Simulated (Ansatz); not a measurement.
**CH₃BOSTe: basis-set convergence**

An exercise on one series of results from a longer session: the logs are not shown, and one member is left open.

Computed with Ansatz 0.2.0, Gaussian basis. Level: one geometry, several basis sets.

Plan: PBE0-D4/def2-SVP; ωB97M-V/def2-SVP; PBE0-D4/def2-QZVPP; ωB97M-V/def2-QZVPP; the functionals' def2-TZVPP values are taken from earlier runs.

## The geometry

All runs share one geometry, relaxed beforehand with PBE0-D4 in a triple-zeta def2 set. Te takes the def2 core potential; no spin-orbit term is included.

SMILES `SB1OC[Te]1`, 8 atoms, charge 0, spin multiplicity 1.

Atoms are counted from 1 here; the program's logs count them from 0.

Bond lengths: S1–B2 1.791 Å, S1–H6 1.346 Å, B2–O3 1.365 Å, B2–Te5 2.168 Å, O3–C4 1.422 Å, C4–Te5 2.186 Å, C4–H7 1.088 Å, C4–H8 1.088 Å. Angles: B2–S1–H6 94.9°, S1–B2–O3 126.4°, S1–B2–Te5 134.1°, O3–B2–Te5 99.5°, B2–O3–C4 103.4°, O3–C4–Te5 96.8°, O3–C4–H7 110.9°, O3–C4–H8 110.9°, Te5–C4–H7 112.6°, Te5–C4–H8 112.6°, H7–C4–H8 112.2°, B2–Te5–C4 60.3°.

Set-up of the first run:

Input file in.yaml:

```yaml
crystal:
  periodic: [false, false, false]
  atoms:
    - {symbol: S, position_ang: [-0.678913, 2.378493, 0.680129]}
    - {symbol: B, position_ang: [0.018849, 0.835096, 0.098558]}
    - {symbol: O, position_ang: [-0.531927, -0.406178, 0.237787]}
    - {symbol: C, position_ang: [0.416458, -1.259302, -0.390838]}
    - {symbol: Te, position_ang: [1.833996, 0.303532, -0.960986]}
    - {symbol: H, position_ang: [-1.781402, 1.815340, 1.208429]}
    - {symbol: H, position_ang: [-0.022296, -1.759598, -1.251941]}
    - {symbol: H, position_ang: [0.837434, -1.964483, 0.323162]}
basis:
  gaussian: {orbitals: def2-SVP}
hamiltonian: {xc: pbe0, dispersion: d4}
output: {orbitals: {seedname: orbitals}}
```

Among the steps run: PBE0-D4 in def2-SVP; ωB97M-V in def2-SVP; PBE0-D4 in def2-QZVPP; ωB97M-V in def2-QZVPP.

One of the session's tables, all rows but one given; the rest of the session is left out.

It belongs to the step «Density functionals: the series». 

```
functional       basis  HOMO (eV)
   PBE0-D4    def2-SVP      -6.34
   PBE0-D4  def2-TZVPP      -6.44
   PBE0-D4  def2-QZVPP          ?
   ωB97M-V    def2-SVP      -8.37
   ωB97M-V  def2-TZVPP      -8.49
   ωB97M-V  def2-QZVPP      -8.52
```

**Question.** Estimate the row for PBE0-D4, def2-QZVPP.

As computed: HOMO (eV): -6.47. In the column «HOMO (eV)» it lies between ωB97M-V, def2-SVP (-8.37) and PBE0-D4, def2-TZVPP (-6.44).
